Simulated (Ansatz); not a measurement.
# CH6GeSSi: rotation by 120° about the S1–Si2 bond, part 2 of 2

How high is the barrier for the rotation by 120° about the S1–Si2 bond? Relax the two ends, then run a nudged elastic band between them. SMILES of the start: S[SiH]1[CH2][GeH2]1.

Ansatz 0.2.0; RKS r2SCAN-D4/def2-SVP.

### Step 4. The band

crystal.atoms is end A as relaxed above, and neb.final_atoms is end B, turned to lie on A. With 5 inner images the band has 7 in all. The start path is listed, through a guess of the saddle.

Input file input.yaml:

```yaml
crystal:
  periodic: [false, false, false]
  atoms:
    - { symbol: S, position_ang: [-1.762546, 0.2537, -1.874894] }
    - { symbol: Si, position_ang: [-0.928943, 0.246052, 0.102841] }
    - { symbol: C, position_ang: [0.275753, -1.177612, 0.372254] }
    - { symbol: Ge, position_ang: [1.343583, 0.53183, 0.383655] }
    - { symbol: H, position_ang: [-1.899247, 1.597722, -1.951034] }
    - { symbol: H, position_ang: [-1.900045, 0.527202, 1.198712] }
    - { symbol: H, position_ang: [0.224706, -1.718045, 1.327193] }
    - { symbol: H, position_ang: [0.472128, -1.855368, -0.469227] }
    - { symbol: H, position_ang: [1.985435, 0.858661, 1.732588] }
    - { symbol: H, position_ang: [2.272176, 0.684657, -0.819188] }
basis:
  gaussian: { orbitals: def2-SVP }
hamiltonian:
  xc: r2scan
  dispersion: d4
neb:
  order_check: false
  images: 5
  f_tol: 0.05
  max_iterations: 60
  final_atoms:
    - { symbol: S, position_ang: [-2.19556504, 0.74692964, -1.48595237] }
    - { symbol: Si, position_ang: [-0.99504799, 0.3235799, 0.24348717] }
    - { symbol: C, position_ang: [0.21877285, -1.11238746, 0.28057086] }
    - { symbol: Ge, position_ang: [1.28827241, 0.60492138, 0.42693229] }
    - { symbol: H, position_ang: [-1.15514884, 0.71764054, -2.34905026] }
    - { symbol: H, position_ang: [-1.87538702, 0.48015738, 1.43172738] }
    - { symbol: H, position_ang: [0.2017619, -1.7839482, 1.15093948] }
    - { symbol: H, position_ang: [0.40060219, -1.67145087, -0.64845471] }
    - { symbol: H, position_ang: [2.02217474, 0.81033152, 1.75404189] }
    - { symbol: H, position_ang: [2.17256481, 0.83302518, -0.80134174] }
  initial_path:
    images:
      - { positions_ang: [[-1.762546, 0.2537, -1.874894], [-0.928943, 0.246052, 0.102841], [0.275753, -1.177612, 0.372254], [1.343583, 0.53183, 0.383655], [-1.899247, 1.597722, -1.951034], [-1.900045, 0.527202, 1.198712], [0.224706, -1.718045, 1.327193], [0.472128, -1.855368, -0.469227], [1.985435, 0.858661, 1.732588], [2.272176, 0.684657, -0.819188]] }
      - { positions_ang: [[-1.82245874, 0.31981308, -1.79424012], [-1.00975722, 0.18885372, 0.16820617], [0.24385201, -1.15635168, 0.34274031], [1.30313211, 0.54996393, 0.35897492], [-1.50427905, 1.41274233, -1.99642922], [-1.87018137, 0.53147576, 1.3139735], [0.2637393, -1.70768849, 1.29854801], [0.43650027, -1.78739501, -0.53553345], [1.92499216, 0.85282852, 1.7370707], [2.11746054, 0.74455683, -0.89041082]] }
      - { positions_ang: [[-1.88237147, 0.38592616, -1.71358623], [-1.09057143, 0.13165544, 0.23357134], [0.21195102, -1.13509135, 0.31322663], [1.26268121, 0.56809786, 0.33429485], [-1.1093111, 1.22776267, -2.04182444], [-1.84031775, 0.53574953, 1.42923499], [0.3027726, -1.69733198, 1.26990302], [0.40087253, -1.71942201, -0.6018399], [1.86454932, 0.84699603, 1.74155339], [1.96274508, 0.80445666, -0.96163365]] }
      - { positions_ang: [[-1.94228421, 0.45203924, -1.63293235], [-1.17138565, 0.07445716, 0.29893651], [0.18005003, -1.11383103, 0.28371294], [1.22223032, 0.58623179, 0.30961477], [-0.71434314, 1.042783, -2.08721965], [-1.81045412, 0.54002329, 1.54449649], [0.34180589, -1.68697547, 1.24125803], [0.3652448, -1.65144902, -0.66814636], [1.80410647, 0.84116355, 1.74603609], [1.80802961, 0.8643565, -1.03285647]] }
      - { positions_ang: [[-2.02671116, 0.55033604, -1.58393902], [-1.11260643, 0.15749807, 0.2804534], [0.19295764, -1.11334984, 0.28266558], [1.24424435, 0.59246165, 0.34872061], [-0.86127838, 0.93440218, -2.17449652], [-1.83209842, 0.52006798, 1.50690678], [0.29512456, -1.71929971, 1.21115185], [0.3770306, -1.6581163, -0.66158247], [1.87679589, 0.83088621, 1.74870469], [1.92954135, 0.85391272, -0.95568489]] }
      - { positions_ang: [[-2.1111381, 0.64863284, -1.5349457], [-1.05382721, 0.24053899, 0.26197028], [0.20586524, -1.11286865, 0.28161822], [1.26625838, 0.59869151, 0.38782645], [-1.00821361, 0.82602136, -2.26177339], [-1.85374272, 0.50011268, 1.46931708], [0.24844323, -1.75162396, 1.18104566], [0.38881639, -1.66478359, -0.65501859], [1.94948532, 0.82060886, 1.75137329], [2.05105308, 0.84346895, -0.87851332]] }
      - { positions_ang: [[-2.19556504, 0.74692964, -1.48595237], [-0.99504799, 0.3235799, 0.24348717], [0.21877285, -1.11238746, 0.28057086], [1.28827241, 0.60492138, 0.42693229], [-1.15514884, 0.71764054, -2.34905026], [-1.87538702, 0.48015738, 1.43172738], [0.2017619, -1.7839482, 1.15093948], [0.40060219, -1.67145087, -0.64845471], [2.02217474, 0.81033152, 1.75404189], [2.17256481, 0.83302518, -0.80134174]] }
```

On the command line:

```
ansatz run input.yaml --threads 2 --pin off --max-ram 3072MiB --backend cpu --events-out ev --progress --plain --runs-dir out
```

What it wrote, cut to the lines that bear on the results:

```text
Warning: RAYON_NUM_THREADS=2 ignored (pool sized by the plan → 2); use --threads N
[...]
Functional definition: r2SCAN
[...]
1258 factors; their error is unknown
[...]
mean field -76349.79010940 eV, -2805.8030347739 hartree, gradient 1.5e-5 eV, S^2 0.000000; 0 other end points of the search recorded, 0 dependent functions left out
[...]
reference -76349.79011985 eV, -2805.8030351579 hartree; 37, 37 occupied and 75, 75 virtual orbitals, 1258 factors
1258 factors; their error is unknown
[...]
mean field -76349.76661469 eV, -2805.8021713592 hartree, gradient 1.5e-5 eV, S^2 0.000000; 0 other end points of the search recorded, 0 dependent functions left out
[...]
reference -76349.76662491 eV, -2805.8021717350 hartree; 37, 37 occupied and 75, 75 virtual orbitals, 1258 factors
NEB end point (image 0): max|allowed force component| = 1.387e-2 eV/Å (the criterion of neb.relax_end_points is 1.000e-2)
[...]
Atom 0 at    -2.099955     0.483475    -1.637564 Å, force     0.018539     0.019510    -0.005204 eV/Å
Atom 1 at    -1.013780     0.234730     0.205870 Å, force     0.029992    -0.020496    -0.001977 eV/Å
Atom 2 at     0.247342    -1.166136     0.352580 Å, force    -0.030504    -0.025235    -0.002584 eV/Å
Atom 3 at     1.263118     0.568812     0.375914 Å, force    -0.000742     0.028534    -0.000869 eV/Å
Atom 4 at    -1.157518     1.258493    -2.218258 Å, force    -0.017763    -0.014983     0.005147 eV/Å
Atom 5 at    -1.920560     0.403374     1.373551 Å, force     0.005164    -0.000687     0.007755 eV/Å
Atom 6 at     0.258881    -1.769810     1.271457 Å, force     0.000002     0.012433    -0.003065 eV/Å
Atom 7 at     0.425424    -1.786069    -0.537564 Å, force     0.004477     0.011560     0.001466 eV/Å
Atom 8 at     1.963105     0.921156     1.688953 Å, force    -0.010477    -0.002501    -0.008300 eV/Å
Atom 9 at     2.116944     0.800774    -0.872039 Å, force     0.001311    -0.008134     0.007631 eV/Å
Dipole moment:     0.237657     0.020168     0.036807 e Å
this run last wrote the band of iteration 8 to <dir>
```

Wall time 2.3 min (2 threads of AMD EPYC 7R13 (Zen 3), shared host); peak memory 0.19 GiB.

### Step 5. What the band shows

Images 0 and 6 are the ends. Energies count from image 0; the path length is the program's own measure over all atoms.

| image | path (Å) | energy (eV) | dihedral H5–S1–Si2–Ge4 (°) | band force (eV/Å) |
| --- | --- | --- | --- | --- |
| 0 | 0.000 | 0.0000 | -86 | - |
| 1 | 0.375 | 0.0088 | -67 | 0.024 |
| 2 | 0.750 | 0.0274 | -44 | 0.040 |
| 3* | 1.126 | 0.0355 | -20 | 0.030 |
| 4 | 1.370 | 0.0314 | -5 | 0.029 |
| 5 | 1.614 | 0.0258 | 8 | 0.014 |
| 6 | 1.859 | 0.0235 | 20 | - |

The star marks the climbing image.

image, energy (eV) and a bar:
```
        0      0.000 
        1      0.009 #######
        2      0.027 #######################
        3      0.035 ##############################
        4      0.031 ###########################
        5      0.026 ######################
        6      0.024 ####################
```

The top of the band by iteration:

| iteration | highest image above image 0 (eV) | largest band force (eV/Å) |
| --- | --- | --- |
| 1 | 0.8096 | 8.025 |
| 2 | 0.1696 | 2.757 |
| 3 | 0.0636 | 0.952 |
| 4 | 0.0439 | 0.362 |
| 5 | 0.0462 | 0.152 |
| 6 | 0.0406 | 0.086 |
| 7 | 0.0368 | 0.076 |
| 8 | 0.0355 | 0.040 |

The band as a trajectory file:

```xyz
10
image=0 dE=0.0000
S    -1.763    0.254   -1.875
Si   -0.929    0.246    0.103
C     0.276   -1.178    0.372
Ge    1.344    0.532    0.384
H    -1.899    1.598   -1.951
H    -1.900    0.527    1.199
H     0.225   -1.718    1.327
H     0.472   -1.855   -0.469
H     1.985    0.859    1.733
H     2.272    0.685   -0.819
10
image=1 dE=0.0088
S    -1.843    0.280   -1.817
Si   -0.972    0.220    0.146
C     0.265   -1.186    0.378
Ge    1.300    0.541    0.362
H    -1.598    1.595   -2.018
H    -1.918    0.461    1.273
H     0.255   -1.730    1.333
H     0.446   -1.855   -0.473
H     1.967    0.895    1.690
H     2.182    0.729   -0.871
10
image=2 dE=0.0274
S    -1.976    0.354   -1.733
Si   -1.001    0.221    0.181
C     0.253   -1.181    0.372
Ge    1.274    0.550    0.358
H    -1.329    1.477   -2.118
H    -1.918    0.427    1.336
H     0.264   -1.748    1.314
H     0.424   -1.829   -0.498
H     1.953    0.920    1.675
H     2.138    0.759   -0.884
10
image=3 dE=0.0355
S    -2.100    0.483   -1.638
Si   -1.014    0.235    0.206
C     0.247   -1.166    0.353
Ge    1.263    0.569    0.376
H    -1.158    1.258   -2.218
H    -1.921    0.403    1.374
H     0.259   -1.770    1.271
H     0.425   -1.786   -0.538
H     1.963    0.921    1.689
H     2.117    0.801   -0.872
10
image=4 dE=0.0314
S    -2.148    0.585   -1.577
Si   -1.014    0.258    0.222
C     0.238   -1.151    0.333
Ge    1.264    0.583    0.390
H    -1.105    1.081   -2.279
H    -1.921    0.408    1.392
H     0.244   -1.769    1.243
H     0.419   -1.758   -0.565
H     1.987    0.896    1.701
H     2.117    0.816   -0.859
10
image=5 dE=0.0258
S    -2.176    0.674   -1.525
Si   -1.008    0.288    0.237
C     0.228   -1.132    0.308
Ge    1.272    0.597    0.409
H    -1.106    0.894   -2.321
H    -1.906    0.435    1.413
H     0.226   -1.776    1.200
H     0.410   -1.718   -0.604
H     2.011    0.857    1.722
H     2.132    0.829   -0.836
10
image=6 dE=0.0235
S    -2.196    0.747   -1.486
Si   -0.995    0.324    0.243
C     0.219   -1.112    0.281
Ge    1.288    0.605    0.427
H    -1.155    0.718   -2.349
H    -1.875    0.480    1.432
H     0.202   -1.784    1.151
H     0.401   -1.671   -0.648
H     2.022    0.810    1.754
H     2.173    0.833   -0.801
```

### Step 6. Frequencies at the highest image

The geometry is the highest inner image of the first converged band.

Input file input.yaml:

```yaml
crystal:
  periodic: [false, false, false]
  atoms:
    - { symbol: S, position_ang: [-2.099955, 0.483475, -1.637564] }
    - { symbol: Si, position_ang: [-1.01378, 0.23473, 0.20587] }
    - { symbol: C, position_ang: [0.247342, -1.166136, 0.35258] }
    - { symbol: Ge, position_ang: [1.263118, 0.568812, 0.375914] }
    - { symbol: H, position_ang: [-1.157518, 1.258493, -2.218258] }
    - { symbol: H, position_ang: [-1.92056, 0.403374, 1.373551] }
    - { symbol: H, position_ang: [0.258881, -1.76981, 1.271457] }
    - { symbol: H, position_ang: [0.425424, -1.786069, -0.537564] }
    - { symbol: H, position_ang: [1.963105, 0.921156, 1.688953] }
    - { symbol: H, position_ang: [2.116944, 0.800774, -0.872039] }
basis:
  gaussian: { orbitals: def2-SVP }
hamiltonian:
  xc: r2scan
  dispersion: d4
phonons: {}
```

On the command line:

```
ansatz run input.yaml --threads 2 --pin off --max-ram 3072MiB --backend cpu --events-out ev --progress --plain --runs-dir out
```

What it wrote, cut to the lines that bear on the results:

```text
Warning: RAYON_NUM_THREADS=2 ignored (pool sized by the plan → 2); use --threads N
[...]
Functional definition: r2SCAN
[...]
1258 factors; their error is unknown
[...]
mean field -76349.75454898 eV, -2805.8017279526 hartree, gradient 1.3e-5 eV, S^2 0.000000; 0 other end points of the search recorded, 0 dependent functions left out
[...]
reference -76349.75455919 eV, -2805.8017283280 hartree; 37, 37 occupied and 75, 75 virtual orbitals, 1258 factors
[...]
1258 factors; their error is unknown
mean field -76349.75453014 eV, -2805.8017272601 hartree, gradient 1.5e-6 eV, S^2 0.000000; 0 other end points of the search recorded, 0 dependent functions left out
[...]
reference -76349.75454035 eV, -2805.8017276355 hartree; 37, 37 occupied and 75, 75 virtual orbitals, 1258 factors
[...]
1258 factors; their error is unknown
mean field -76349.75445230 eV, -2805.8017243998 hartree, gradient 1.6e-6 eV, S^2 0.000000; 0 other end points of the search recorded, 0 dependent functions left out
[...]
WARN: phonons: modes at or below zero, which the zero-point energy, F, S and C_V leave out: 1, the lowest at -110.60 cm⁻¹. A minimum has none, and a first-order saddle one
[...]
Atom 1 at    -1.013780     0.234730     0.205870 Å, force     0.030300    -0.020337    -0.001883 eV/Å
Atom 2 at     0.247342    -1.166136     0.352580 Å, force    -0.030453    -0.025256    -0.002641 eV/Å
Atom 3 at     1.263118     0.568812     0.375914 Å, force    -0.001088     0.028439    -0.000852 eV/Å
Atom 4 at    -1.157518     1.258493    -2.218258 Å, force    -0.017779    -0.015012     0.005165 eV/Å
Atom 5 at    -1.920560     0.403374     1.373551 Å, force     0.005181    -0.000672     0.007751 eV/Å
Atom 6 at     0.258881    -1.769810     1.271457 Å, force     0.000009     0.012440    -0.003060 eV/Å
Atom 7 at     0.425424    -1.786069    -0.537564 Å, force     0.004483     0.011558     0.001464 eV/Å
Atom 8 at     1.963105     0.921156     1.688953 Å, force    -0.010455    -0.002521    -0.008300 eV/Å
Atom 9 at     2.116944     0.800774    -0.872039 Å, force     0.001274    -0.008120     0.007643 eV/Å
Dipole moment:     0.237654     0.020168     0.036807 e Å
Vibrations: -110.60 99.11 177.25 321.88 376.29 410.28 429.71 505.81 544.82 615.97 646.05 727.80 749.27 803.99 834.11 871.80 893.66 1331.37 2153.12 2177.43 2237.08 2701.84 3093.60 3186.46 cm⁻¹, zero-point energy 1.604894 eV
```

Run time: 96 s. Hardware: 2 threads of AMD EPYC 7R13 (Zen 3), shared host; peak memory 0.19 GiB.

Of 24 modes, 1 is imaginary by more than 30 cm⁻¹ (111i cm⁻¹).

### Step 7. What came out

What follows sums up all 2 parts.

| quantity | value |
| --- | --- |
| end A | 7 moves, 0.690 eV lower |
| end B | 10 moves, 0.835 eV lower |
| barrier forwards | 0.035 eV |
| barrier backwards | 0.012 eV |
| second end relative to first | +0.024 eV |
| highest image | 3 of 0 to 6, climbing |
| band iterations | 8 |
| imaginary modes at the top | 111i cm⁻¹ |

In words: The top lies 0.035 eV above the first end, or 1.4 kT at room temperature. Going back costs 0.012 eV, since the second end is 0.024 eV above the first. The listed dihedral goes from -86° at end A through -20° at the highest image to 20° at end B. One imaginary mode, as a first-order saddle point has. Zero-point energy and entropy are left out.
